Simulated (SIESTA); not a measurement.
Something may be wrong with this SIESTA 5.4.2 calculation of CuSe.

CuSe.fdf

```
SystemName                      CuSe
SystemLabel                     CuSe
NumberOfSpecies                 2
NumberOfAtoms                   4
%block ChemicalSpeciesLabel
  1  29 Cu
  2  34 Se
%endblock ChemicalSpeciesLabel

LatticeConstant                 1.0 Ang
%block LatticeVectors
     4.1833550200     0.0000000000     0.0000000000
    -2.0916775100     3.6228917200     0.0000000000
     0.0000000000     0.0000000000     6.8513696600
%endblock LatticeVectors
AtomicCoordinatesFormat         Fractional
%block AtomicCoordinatesAndAtomicSpecies
     0.6666666667     0.3333333333     0.0000000000  1  Cu
     0.3333333333     0.6666666667     0.5000000000  1  Cu
     0.6666666667     0.3333333333     0.6252000000  2  Se
     0.3333333333     0.6666666667     0.1252000000  2  Se
%endblock AtomicCoordinatesAndAtomicSpecies

%block kgrid.MonkhorstPack
    6   0   0  0.0
    0   6   0  0.0
    0   0   3  0.0
%endblock kgrid.MonkhorstPack
XC.Functional                   GGA
XC.Authors                      PBEsol
PAO.BasisSize                   DZP
PAO.EnergyShift                 0.002 Ry
Mesh.Cutoff                     800 Ry
Spin                            polarized
%block DM.InitSpin
    1   0.000
    2   0.000
    3   0.000
    4   0.000
%endblock DM.InitSpin
DFTU.ProjectorGenerationMethod  1
%block DFTU.Proj
  Cu 1
  n=3 2
  3.50 0.00
  0.0
%endblock DFTU.Proj
OccupationFunction              FD
ElectronicTemperature           1.5 eV
MaxSCFIterations                75
SCF.MustConverge                false
SCF.Mixer.Method                Pulay
SCF.Mixer.Weight                0.1
SCF.Mixer.History               10
SCF.DM.Tolerance                5.0e-05
SCF.H.Tolerance                 1.0e-03 eV
WriteForces                     true
Charge.Mulliken                 end
Charge.Hirshfeld                end
Charge.Voronoi                  end
SaveRho                         true
SaveElectrostaticPotential      true
BandLinesScale                  ReciprocalLatticeVectors
%block BandLines
    1    0.000000   0.000000   0.000000  \Gamma
   11    0.500000   0.000000   0.000000  M
    7    0.333333   0.333333   0.000000  K
   13    0.000000   0.000000   0.000000  \Gamma
    6    0.000000   0.000000   0.500000  A
   11    0.500000   0.000000   0.500000  L
    7    0.333333   0.333333   0.500000  H
   13    0.000000   0.000000   0.500000  A
    1    0.500000   0.000000   0.500000  L
    6    0.500000   0.000000   0.000000  M
    1    0.333333   0.333333   0.000000  K
    6    0.333333   0.333333   0.500000  H
%endblock BandLines
```

Potentials or basis: PseudoDojo 0.4 standard (PBEsol files), DZP (energy shift 0.002 Ry).

Command:

```sh
$ siesta CuSe.fdf > CuSe.out 2>&1
```

CuSe.out:

```text
Version         : 5.4.2

                           ***********************
                           *  WELCOME TO SIESTA  *
                           ***********************

 NOTE: Siesta V5 introduces some new defaults for basis-set generation
 NOTE: which might lead to slightly different numerical results.
 NOTE: Please see the manual for full details and compatibility measures.

reinit: Reading from file CuSe.fdf

reinit: -----------------------------------------------------------------------
reinit: System Name: CuSe
reinit: -----------------------------------------------------------------------
reinit: System Label: CuSe
reinit: -----------------------------------------------------------------------

NOTE on units for spin output:
{S} is the spin magnetic moment, in units of the Bohr magneton,
assuming a g-factor for the electron spin of exactly 2.
The spin magnetic moment is then numerically equal to the charge inbalance,
in units of electrons, between the spin-up and -down channels.

initatom: Reading input for the pseudopotentials and atomic orbitals ----------
Species number:   1 Atomic number:   29 Label: Cu
Species number:   2 Atomic number:   34 Label: Se
[... 858 lines left out ...]
               3dxy    3dyz    3dz2    3dxz    3dx2-y2 4dxy    4dyz    4dz2
               4dxz    4dx2-y2
   3  8.111   0.862   0.045   0.590   0.620   0.590   0.098   0.077   0.098
              1.000   1.000   1.000   1.000   1.000   0.028   0.018   0.039

              0.018   0.028
   4  8.111   0.862   0.045   0.590   0.620   0.590   0.098   0.077   0.098
              1.000   1.000   1.000   1.000   1.000   0.028   0.018   0.039

              0.018   0.028

mulliken: Qtot =       35.000

Mulliken Atomic Populations:
Atom #   charge [q] valence [e]      Sz [e]  Species
     1     0.222454   18.777546    0.000000  Cu
     2     0.222454   18.777546    0.000000  Cu
     3    -0.222454   16.222454    0.000000  Se
     4    -0.222454   16.222454    0.000000  Se
 Total     0.000000                0.000000

Hirshfeld Atomic Populations:
Atom #   charge [q] valence [e]      Sz [e]  Species
     1     0.322846   18.677154    0.000000  Cu
     2     0.322846   18.677154    0.000000  Cu
     3    -0.322847   16.322847    0.000000  Se
     4    -0.322847   16.322847    0.000000  Se
 Total    -0.000001                0.000000

Voronoi Atomic Populations:
Atom #   charge [q] valence [e]      Sz [e]  Species
     1     0.279309   18.720691    0.000000  Cu
     2     0.279309   18.720691    0.000000  Cu
     3    -0.279309   16.279309    0.000000  Se
     4    -0.279309   16.279309    0.000000  Se
 Total    -0.000001                0.000000

Job completed
```

Question: How did it end, and where is the flaw?

Answer: The calculation finished and met its thresholds. The input holds a flaw that was put in on purpose: electronic temperature far too high (ElectronicTemperature = 1.5 eV). The program doesn't stop on it, so the numbers can't be trusted though the run ends normally.
